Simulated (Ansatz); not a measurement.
## TlRhO in Ansatz: convergence with k mesh

Input of the first run (k mesh 3 × 3 × 3); the others differ in this setting and in those tied to it:

input.yaml

```yaml
crystal:
  lattice:
    - [-2.16875432, 2.76808636, 3.62458647]
    - [2.16875432, -2.76808636, 3.62458647]
    - [2.16875432, 2.76808636, -3.62458647]
  atoms:
    - { symbol: Tl, position: [0.0, 0.0, 0.0] }
    - { symbol: Rh, position: [0.5, 0.5, 0.0] }
    - { symbol: O, position: [0.0, 0.5, 0.5] }
hamiltonian:
  xc: hse06
  pseudopotentials: { kind: paw }
kpoints:
  mp_grid: { grid: [3, 3, 3] }
scf:
  occupations: { method: gaussian, width: 0.1 }
output:
  forces: true
  stress: true
  eigenvalues: true
```

Potentials or basis: Ansatz PAW.

Command:

```console
$ ansatz run input.yaml --threads 2 --pin off --max-ram 5632MiB --backend cpu --events-out ev --progress --plain --runs-dir out
```

The cell was built by a generator and needn't be a form met in nature.

Hardware: 2 threads of Arm Neoverse V2, on a shared host.

**Question.** The values tried are 3 × 3 × 3, 4 × 4 × 4, 5 × 5 × 5, 6 × 6 × 6, 7 × 7 × 7, 9 × 9 × 9, loosest first. From which on does the pressure stay within 0.1 GPa of the tightest run that finished?

**Answer.** From 6 × 6 × 6 on.

| k mesh | energy less the tightest run, at zero smearing (meV/atom) | pressure (GPa) | SCF cycles | CPU time (s) | peak memory (GiB) |
| --- | --- | --- | --- | --- | --- |
| 3 × 3 × 3 | 48.86 | -8.71 | 37 | 32 | 0.9 |
| 4 × 4 × 4 | 8.83 | -7.03 | 41 | 67 | 1.7 |
| 5 × 5 × 5 | -5.61 | -7.34 | 36 | 120 | 2.5 |
| 6 × 6 × 6 | -1.81 | -7.81 | 36 | 210 | 4.3 |
| 7 × 7 × 7 | 0.00 | -7.83 | 36 | 390 | 3.7 |
| 9 × 9 × 9 | timed out after 910 s | - | - | - | - |

Not settled before the last step: the energy (to 1 meV/atom). Meshes of other sizes hit other points, so gaps and Fermi surfaces needn't settle smoothly. The tightest run that finished is the yardstick and may itself not be fully converged.

Caveat, for the tightest run too: the PAW data sets come from PBE, with cores solved anew for the run's functional, which leaves a small shift of forces and pressure; the thresholds are loose for stress. The run has no spin-orbit coupling, so splittings on Tl are missing.
